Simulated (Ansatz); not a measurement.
# Molecular dynamics of Tl

Input file:

```yaml
accuracy: low
crystal:
  lattice:
    - [10.38, 0.0, 0.0]
    - [-5.19, 8.989344, 0.0]
    - [0.0, 0.0, 11.06508]
  atoms:
    - { symbol: Tl, position: [0.0, 0.0, 0.0] }
    - { symbol: Tl, position: [0.1111111, 0.2222222, 0.25] }
    - { symbol: Tl, position: [0.0, 0.0, 0.5] }
    - { symbol: Tl, position: [0.1111111, 0.2222222, 0.75] }
    - { symbol: Tl, position: [0.0, 0.3333333, 0.0] }
    - { symbol: Tl, position: [0.1111111, 0.5555556, 0.25] }
    - { symbol: Tl, position: [0.0, 0.3333333, 0.5] }
    - { symbol: Tl, position: [0.1111111, 0.5555556, 0.75] }
    - { symbol: Tl, position: [0.0, 0.6666667, 0.0] }
    - { symbol: Tl, position: [0.1111111, 0.8888889, 0.25] }
    - { symbol: Tl, position: [0.0, 0.6666667, 0.5] }
    - { symbol: Tl, position: [0.1111111, 0.8888889, 0.75] }
    - { symbol: Tl, position: [0.3333333, 0.0, 0.0] }
    - { symbol: Tl, position: [0.4444444, 0.2222222, 0.25] }
    - { symbol: Tl, position: [0.3333333, 0.0, 0.5] }
    - { symbol: Tl, position: [0.4444444, 0.2222222, 0.75] }
    - { symbol: Tl, position: [0.3333333, 0.3333333, 0.0] }
    - { symbol: Tl, position: [0.4444444, 0.5555556, 0.25] }
    - { symbol: Tl, position: [0.3333333, 0.3333333, 0.5] }
    - { symbol: Tl, position: [0.4444444, 0.5555556, 0.75] }
    - { symbol: Tl, position: [0.3333333, 0.6666667, 0.0] }
    - { symbol: Tl, position: [0.4444444, 0.8888889, 0.25] }
    - { symbol: Tl, position: [0.3333333, 0.6666667, 0.5] }
    - { symbol: Tl, position: [0.4444444, 0.8888889, 0.75] }
    - { symbol: Tl, position: [0.6666667, 0.0, 0.0] }
    - { symbol: Tl, position: [0.7777778, 0.2222222, 0.25] }
    - { symbol: Tl, position: [0.6666667, 0.0, 0.5] }
    - { symbol: Tl, position: [0.7777778, 0.2222222, 0.75] }
    - { symbol: Tl, position: [0.6666667, 0.3333333, 0.0] }
    - { symbol: Tl, position: [0.7777778, 0.5555556, 0.25] }
    - { symbol: Tl, position: [0.6666667, 0.3333333, 0.5] }
    - { symbol: Tl, position: [0.7777778, 0.5555556, 0.75] }
    - { symbol: Tl, position: [0.6666667, 0.6666667, 0.0] }
    - { symbol: Tl, position: [0.7777778, 0.8888889, 0.25] }
    - { symbol: Tl, position: [0.6666667, 0.6666667, 0.5] }
    - { symbol: Tl, position: [0.7777778, 0.8888889, 0.75] }
basis:
  ecutwfc: 420.0
kpoints:
  mp_grid: { grid: [1, 1, 1] }
hamiltonian:
  xc: pbesol
scf:
  occupations: { method: fermi_dirac, width: 0.1 }
  lower_state_search: "off"
md:
  timestep: 3
  n_steps: 200
  ensemble: nvt_langevin
  temperature: 900.0
  initial_velocities: maxwell_boltzmann
  seed: 189909
  friction: 0.02
```

Launched with:

```bash
$ ansatz run input.yaml --threads 4 --pin off --max-ram 10240MiB --backend cpu --events-out ev --progress --plain --runs-dir out
```

It starts from a structure without forces on its atoms.

Output, in part (step lines):

```
md step     0: t =     0.00 fs  T =   875.0 K  F+E_penalty+E_count = -406632.21798464 eV  E_kin = 4.071690 eV  (9 SCF iters)
md step     1: t =     3.00 fs  T =   836.6 K  F+E_penalty+E_count = -406632.21855706 eV  E_kin = 3.893228 eV  (9 SCF iters)
md step     2: t =     6.00 fs  T =   771.4 K  F+E_penalty+E_count = -406632.22013814 eV  E_kin = 3.589501 eV  (9 SCF iters)
md step     3: t =     9.00 fs  T =   814.1 K  F+E_penalty+E_count = -406632.22296091 eV  E_kin = 3.788180 eV  (9 SCF iters)
md step     4: t =    12.00 fs  T =   850.7 K  F+E_penalty+E_count = -406632.22791747 eV  E_kin = 3.958526 eV  (9 SCF iters)
md step     5: t =    15.00 fs  T =   853.2 K  F+E_penalty+E_count = -406632.23496807 eV  E_kin = 3.970247 eV  (6 SCF iters)
md step     6: t =    18.00 fs  T =   917.3 K  F+E_penalty+E_count = -406632.24320809 eV  E_kin = 4.268577 eV  (5 SCF iters)
md step     7: t =    21.00 fs  T =   892.0 K  F+E_penalty+E_count = -406632.25368131 eV  E_kin = 4.150847 eV  (5 SCF iters)
[... lines left out ...]
```

The steps, from the saved trajectory:

| time (fs) | T (K) | potential energy less start (eV) |
| --- | --- | --- |
| 0 | 875 | 0.000 |
| 18 | 917 | -0.025 |
| 36 | 1186 | -0.124 |
| 54 | 1093 | -0.214 |
| 72 | 964 | -0.249 |
| 90 | 1033 | -0.153 |
| 108 | 890 | -0.019 |
| 126 | 793 | -0.122 |
| 144 | 741 | -0.284 |
| 162 | 734 | -0.358 |
| 180 | 893 | -0.455 |
| 198 | 877 | -0.364 |
| 216 | 768 | -0.162 |
| 234 | 966 | -0.182 |
| 252 | 1022 | -0.270 |
| 270 | 1111 | -0.555 |
| 288 | 1153 | -0.821 |
| 306 | 924 | -1.059 |
| 324 | 905 | -1.282 |
| 342 | 1236 | -1.497 |
| 360 | 1107 | -1.829 |
| 378 | 1137 | -1.992 |
| 396 | 1106 | -1.988 |
| 414 | 1132 | -1.974 |
| 432 | 1215 | -1.995 |
| 450 | 1125 | -2.022 |
| 468 | 877 | -2.150 |
| 486 | 831 | -2.277 |
| 504 | 881 | -2.375 |
| 522 | 862 | -2.469 |
| 540 | 938 | -2.507 |
| 558 | 854 | -2.688 |
| 576 | 784 | -2.943 |
| 594 | 855 | -3.225 |

The run went to its last step. A run of 0.6 ps of so small a system gives no equilibrium averages. Limits of this set-up: coarse k mesh, low accuracy level.

Mean squared displacements from the first frame to the last, about the centre of mass: Tl 0.49 Å².

Last frame:

```xyz
36
Lattice="10.3800 0.0000 0.0000 -5.1900 8.9893 0.0000 0.0000 0.0000 11.0651" Properties=species:S:1:pos:R:3
Tl -0.316 -0.320 -0.337
Tl 0.610 1.623 3.715
Tl 0.064 0.059 6.257
Tl -0.068 2.562 7.988
Tl -1.144 2.522 0.601
Tl -1.559 5.239 2.421
Tl -2.040 2.682 4.694
Tl -2.332 4.530 8.390
Tl -3.438 5.256 -0.038
Tl -3.846 7.767 2.457
Tl -3.709 6.462 5.841
Tl -3.015 7.572 9.119
Tl 3.119 0.274 0.543
Tl 3.695 2.189 2.637
Tl 2.897 -0.198 5.708
Tl 3.718 1.798 8.632
Tl 1.663 2.940 -0.628
Tl 1.392 4.310 2.498
Tl 2.500 2.654 5.967
Tl 1.524 5.237 8.458
Tl -0.658 6.071 -0.316
Tl -0.226 8.297 3.087
Tl -0.919 5.745 5.026
Tl -0.285 8.083 8.215
Tl 6.492 -0.641 -0.300
Tl 6.851 1.453 2.065
Tl 5.985 0.303 5.846
Tl 6.875 2.016 9.282
Tl 5.071 3.123 0.349
Tl 5.995 5.003 2.874
Tl 5.463 3.187 5.224
Tl 4.777 4.839 7.910
Tl 3.281 5.621 0.369
Tl 3.374 8.151 3.041
Tl 3.294 6.233 5.622
Tl 3.107 8.300 8.079
```

Time of the run: 13 min on 4 threads of Intel(R) Xeon(R) Platinum 8259CL CPU @ 2.50GHz (Skylake/Cascade Lake), on a shared host, peak memory 1.3 GiB.
